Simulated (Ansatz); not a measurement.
Task: harmonic frequencies at the relaxed geometry of CCl₃NOSi, SMILES O=C=N[Si](Cl)(Cl)Cl, with Ansatz 0.2.0, Python API. Give the script and its output. Level of theory (for the species named): PBE, 6-31G* basis, multiplicity 1, D4 dispersion.

```yaml
atoms:
  - { symbol: O, position_ang: [0.4420, 2.4249, 1.8319] }
  - { symbol: C, position_ang: [0.2119, 1.6425, 1.0028] }
  - { symbol: N, position_ang: [0.0068, 0.8249, 0.1822] }
  - { symbol: Si, position_ang: [-0.0474, -0.7125, -0.5241] }
  - { symbol: Cl, position_ang: [-1.6159, -1.8201, 0.3138] }
  - { symbol: Cl, position_ang: [1.5783, -1.8172, -0.3450] }
  - { symbol: Cl, position_ang: [-0.5145, -0.6105, -2.5073] }
```

Script `freq_ccl3nosi.py`:
```python
# -*- coding: utf-8 -*-
"""Vibrations of CCl3NOSi."""

import itertools
import warnings

import ansatz
from ase import Atoms
from ase.data import atomic_numbers, covalent_radii
from ase.thermochemistry import IdealGasThermo
import numpy as np


def main():
    warnings.simplefilter("ignore", ansatz.DeckWarning)

    atoms = Atoms(["O", "C", "N", "Si", "Cl", "Cl", "Cl"], positions=[
        (0.442, 2.4249, 1.8319),
        (0.2119, 1.6425, 1.0028),
        (0.0068, 0.8249, 0.1822),
        (-0.0474, -0.7125, -0.5241),
        (-1.6159, -1.8201, 0.3138),
        (1.5783, -1.8172, -0.345),
        (-0.5145, -0.6105, -2.5073),
    ])
    system = ansatz.Crystal.molecule_from_ase(atoms)

    calculation = (
        system.calculation()
        .basis(gaussian="6-31G*")
        .functional("PBE", dispersion="d4")
    )
    symbols = [site.symbol for site in system.cartesian_sites]
    start = np.array([site.position_ang for site in system.cartesian_sites], dtype=float)
    r = calculation.relax(force_tolerance=0.003, max_steps=100).run(threads=1).report
    end = np.array(r["positions_ang"])

    # pairs closer than 1.2 times the sum of covalent radii, before or after
    radius = [covalent_radii[atomic_numbers[s]] for s in symbols]
    span = lambda where, i, j: np.linalg.norm(where[i] - where[j])
    bonded = [(i, j) for i, j in itertools.combinations(range(len(symbols)), 2) if min(span(start, i, j), span(end, i, j)) < 1.2 * (radius[i] + radius[j])]
    print("pair        before    after (A)")
    for i, j in bonded:
        print(f"{symbols[i]}{i}-{symbols[j]}{j}".ljust(10), f"{span(start, i, j):8.4f} {span(end, i, j):8.4f}")

    # same settings at the minimum
    minimum = ansatz.Crystal.molecule()
    for symbol, place in zip(symbols, end):
        minimum = minimum.atom(symbol, place.tolist())
    vibrating = minimum.calculation()
    vibrating = vibrating.basis(gaussian="6-31G*")
    vibrating = vibrating.functional("PBE", dispersion="d4").phonons(temperatures=(100, 500, 100))
    vib = vibrating.run(threads=1).report["vibrations"]
    sums = vib["harmonic_sums"]
    modes = [m["omega_inv_cm"] for m in sums["modes_at_gamma"] if m["rigid_motion"] == "no"]
    for number, w in enumerate(modes, start=1):
        print(f"mode {number:2d} {w:9.1f} 1/cm {w / 8065.544 * 1000:8.2f} meV")
    print("imaginary modes:", sum(w < 0 for w in modes), " zero-point energy:", round(sums["zero_point_energy_ev"], 4), "eV")
    # rigid rotor and ideal gas, symmetry number taken as one
    gas = IdealGasThermo(vib_energies=[w / 8065.544 for w in modes if w > 0], geometry="linear" if len(modes) == 3 * len(symbols) - 5 else "nonlinear",
                         atoms=Atoms(symbols, positions=end), symmetrynumber=1, spin=0.0)
    print(f"H(298 K) - E = {gas.get_enthalpy(298.15, verbose=False):.4f} eV")
    print(f"S(298 K, 1 bar) = {96485.33 * gas.get_entropy(298.15, 1e5, verbose=False):.1f} J/(mol K) with symmetry number 1")


if __name__ == "__main__":
    main()
```

```console
$ python freq_ccl3nosi.py
pair        before    after (A)
O0-C1        1.1630   1.1820
C1-N2        1.1764   1.2128
N2-Si3       1.6927   1.6893
Si3-Cl4      2.0950   2.0500
Si3-Cl5      1.9737   2.0499
Si3-Cl6      2.0400   2.0500
mode  1      22.2 1/cm     2.75 meV
mode  2      22.4 1/cm     2.77 meV
mode  3     156.2 1/cm    19.36 meV
mode  4     156.2 1/cm    19.37 meV
mode  5     204.7 1/cm    25.37 meV
mode  6     253.2 1/cm    31.40 meV
mode  7     253.3 1/cm    31.40 meV
mode  8     405.8 1/cm    50.31 meV
mode  9     562.8 1/cm    69.78 meV
mode 10     562.8 1/cm    69.78 meV
mode 11     606.6 1/cm    75.21 meV
mode 12     606.7 1/cm    75.22 meV
mode 13     667.0 1/cm    82.69 meV
mode 14    1495.7 1/cm   185.44 meV
mode 15    2393.8 1/cm   296.80 meV
imaginary modes: 0  zero-point energy: 0.5188 eV
H(298 K) - E = 0.7762 eV
S(298 K, 1 bar) = 412.4 J/(mol K) with symmetry number 1
```

The frequencies are harmonic and unscaled, in a modest basis. The result belongs to the one conformer reached from this start, and soft torsions count as harmonic oscillators. The entropy takes a symmetry number of 1; a symmetric molecule's is lower by R ln(sigma). Timing: 3.5 min on 1 thread of Arm Neoverse V1, with other jobs on the host, peak memory 0.29 GiB.

(A comment or docstring line of the script was reworded after the run, the code is as it ran; lines on the test bed's own set-up are left out of the output.)
